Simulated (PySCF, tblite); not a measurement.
**C4H7FO2Si: geometry, infrared bands and NMR shifts**

Wanted: the infrared bands and NMR shifts of C4H7FO2Si (`CC[Si](F)(C=O)C=O`), by calculation.

The runs use tblite 0.8.0 and PySCF 2.14.0, with density-fitted response routines of our own; the level of theory stands in each step. All values are computed, except where a source is named. Atoms are numbered from 0 throughout.

### Step 1. Starting geometry

15 atoms, charge 0, multiplicity 1; geometry from: force field or distance geometry start.

Bonds of the start (Å): C0–C1 1.51, C1–Si2 1.89, Si2–F3 1.59, Si2–C4 1.88, C4–O5 1.23, Si2–C6 1.88, C6–O7 1.23, C0–H8 1.09, C0–H9 1.10, C0–H10 1.10, C1–H11 1.10, C1–H12 1.11, C4–H13 1.10, C6–H14 1.09.

### Step 2. Optimising the geometry with GFN2-xTB

Job settings and geometry (Å):

```
{"job": {"kind": "relax", "xc": "GFN2-xTB", "basis": "xTB"}, "charge": 0, "multiplicity": 1}
C     -1.658100     0.769900     0.490800
C     -0.514800     0.060700     1.165600
Si     0.911700    -0.475500     0.043600
F      1.974400    -1.226400     0.965500
C      0.298500    -1.705500    -1.234300
O      0.065000    -1.312600    -2.379800
C      1.727500     0.997500    -0.790000
O      1.775100     2.071900    -0.194400
H     -1.329700     1.692900     0.005900
H     -2.140700     0.138600    -0.264600
H     -2.435700     1.036200     1.226000
H     -0.102500     0.705100     1.956100
H     -0.900200    -0.835400     1.690900
H      0.181800    -2.747400    -0.914900
H      2.143300     0.838000    -1.788300
```

Launch:

```
$ OMP_NUM_THREADS=1 python probes_run.py task.json out
```

This one command runs all jobs of the session in turn.

**Question.** This job is followed by: GFN2-xTB harmonic vibrations, gas phase; GIAO PBE0/pcSseg-1 NMR shielding, non-relativistic, gas phase. What will the session give for the following? strongest single infrared mode (GFN2-xTB); zero-point energy (GFN2-xTB); 13C shifts against TMS (PBE0/pcSseg-1, means over atoms taken as alike); 1H shifts against TMS (PBE0/pcSseg-1, means over atoms taken as alike); 29Si shifts against TMS (PBE0/pcSseg-1); 19F shifts against CFCl3 (PBE0/pcSseg-1); 17O shifts against H2O (PBE0/pcSseg-1, means over atoms taken as alike); surface potential, 1st and 99th percentile.

As calculated:

| quantity | value |
| --- | --- |
| strongest single infrared mode (GFN2-xTB) | 1726 cm⁻¹, 304 km/mol |
| zero-point energy (GFN2-xTB) | 64.7 kcal/mol |
| 13C shifts against TMS (PBE0/pcSseg-1, means over atoms taken as alike) | 245.8, 10.8, 5.5 ppm |
| 1H shifts against TMS (PBE0/pcSseg-1, means over atoms taken as alike) | 12.36, 1.18, 1.10 ppm |
| 29Si shifts against TMS (PBE0/pcSseg-1) | -42.3 ppm |
| 19F shifts against CFCl3 (PBE0/pcSseg-1) | -210.3 ppm |
| 17O shifts against H2O (PBE0/pcSseg-1, means over atoms taken as alike) | 971.7 ppm |
| surface potential, 1st and 99th percentile | -1.26 V and 1.83 V |

The optimisation took 105 steps and gained 0.284 eV; among the close pairs (by a distance rule), Si2–C4 changed most, from 1.877 to 1.924 Å. All 39 modes are real, so the xTB geometry is a minimum. The strongest single mode, at 1726 cm⁻¹, is spread over several atoms, C4, C6, O5, O7 among them. Unscaled tight-binding wavenumbers are off by several per cent, some by more. Its intensities can rank the bands wrongly. At PBE0/pcSseg-1: Shielding is most anisotropic at O5, O7 (span 2164 ppm, paramagnetic term -1037 ppm). At PBE0/pcSseg-1, counted by nearest atom on the grid, the HOMO lies on O5, O7 about 26 % each; Si2 10 %, the LUMO on C4, C6 about 21 % each; O5, O7 about 17 % each.
